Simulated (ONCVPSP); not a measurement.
# An ONCV potential for Sn, from input to tests

Aim: build the potential from the settings below, then test how well it stands in for the atom: other configurations, scattering, ghost states and the plane-wave cutoff that it needs.

Program: ONCVPSP 4.0.1.1 (patched build). Reference atom: PBE, scalar-relativistic, spherical and spin-unpolarised. All values are calculated.

**1. The atom and the settings**

The settings as typed:

| Quantity | Value |
| --- | --- |
| element | tin (Sn, Z = 50) |
| type | optimised norm-conserving Vanderbilt (ONCV) |
| frozen core | [Ar] 3d10 |
| valence charge | 22 |
| reference configuration | 4s2 4p6 4d10 5s1 5p3 |
| partial waves | 4s+5s: rc 1.50 bohr, ncon 3, nbas 6, qcut 7.7 1/bohr, 2 projectors; 4p+5p: rc 1.50 bohr, ncon 4, nbas 9, qcut 10.7 1/bohr, 2 projectors; 4d: rc 1.00 bohr, ncon 4, nbas 7, qcut 8.6 1/bohr, 2 projectors, debl 2 Ha |
| local potential | polynomial inside 0.80 bohr (lpopt 4, dvloc0 1 Ha) |
| core correction | not asked for |

The outer shells as boxes (Hund's rule for the drawing; the calculation is spin-unpolarised):

```
[Ar] core
3d [↑↓][↑↓][↑↓][↑↓][↑↓]
4s [↑↓]
4p [↑↓][↑↓][↑↓]
4d [↑↓][↑↓][↑↓][↑↓][↑↓]
5s [↑ ]
5p [↑ ][↑ ][↑ ]
```

An earlier all-electron run gives the scale for the radii.

All-electron outer shells of the reference configuration (PBE, scalar-relativistic, ld1.x):

```
shell  level (eV)  outermost node (bohr)  outermost maximum (bohr)
   3p     -700.35                   0.14                      0.30
   3d     -474.96                      –                      0.25
   4s     -135.48                   0.40                      0.74
   4p      -91.24                   0.41                      0.79
   4d      -27.32                   0.39                      0.88
   5s      -11.41                   0.98                      1.99
   5p       -4.32                   1.09                      2.52
```

**2. The generation run**

The input, Sn.dat:

```
# ATOM AND REFERENCE CONFIGURATION
# atsym  z   nc   nv     iexc    psfile
  Sn 50.00    6    5        4      upf
#
#   n    l    f
    1    0    2.00
    2    0    2.00
    2    1    6.00
    3    0    2.00
    3    1    6.00
    3    2   10.00
    4    0    2.00
    4    1    6.00
    4    2   10.00
    5    0    1.00
    5    1    3.00
#
# PSEUDOPOTENTIAL AND OPTIMIZATION
# lmax
    2
#
#   l,   rc,      ep,       ncon, nbas, qcut
    0    1.50    0.00    3    6    7.70
    1    1.50    0.00    4    9   10.70
    2    1.00    0.00    4    7    8.60
#
# LOCAL POTENTIAL
# lloc, lpopt,  rc(5),   dvloc0
    4    4    0.80    1.00
#
# VANDERBILT-KLEINMAN-BYLANDER PROJECTORs
# l, nproj, debl
    0    2    3.90
    1    2    3.50
    2    2    2.00
#
# MODEL CORE CHARGE
# icmod, fcfact, rcfact
    0    0.00    0.00
#
# LOG DERIVATIVE ANALYSIS
# epsh1, epsh2, depsh
   -6.00    5.00    0.04
#
# OUTPUT GRID
# rlmax, drl
    6.00    0.01
#
# TEST CONFIGURATIONS
# ncnf
    4
# nvcnf
#   n    l    f
    5
    4    0    2.00
    4    1    6.00
    4    2   10.00
    5    0    2.00
    5    1    2.00
#
    5
    4    0    2.00
    4    1    6.00
    4    2   10.00
    5    0    2.00
    5    1    1.00
#
    5
    4    0    2.00
    4    1    6.00
    4    2   10.00
    5    0    2.00
    5    1    0.00
#
    5
    4    0    2.00
    4    1    6.00
    4    2    9.00
    5    0    2.00
    5    1    2.00
#
```

The run is started by

```bash
$ oncvpsp.x < Sn.dat > Sn.out
```

What does the calculation give? Wanted: cutoffs for 1 and 0.1 mHa per electron, occupied waves; bound ghosts; GHOST(+) flags; largest test error; largest phase difference near zero energy, channels read.

As calculated:

```
                                                quantity                               value
  cutoffs for 1 and 0.1 mHa per electron, occupied waves                    69 Ha and 155 Ha
                                            bound ghosts                          none found
                                          GHOST(+) flags                         s at 178 eV
                            largest test error (AE − PS)  -3.1 meV, for 4s2 4p6 4d10 5s2 5p0
largest phase difference near zero energy, channels read                           0.002 rad
```

**Reading.** By total energies transferability is very good: the largest error is 3.1 meV on 13.8 eV, for 4s2 4p6 4d10 5s2 5p0. It counts as very hard, with 69 Ha needed at the looser tolerance. At the looser tolerance the 4d wave is the slowest; 4p needs 24 Ha. No bound ghost shows below the valence levels. Near zero energy the phases of the channels with partial waves agree within 0.002 rad. The program also flags highly localised states, GHOST(+) (s).
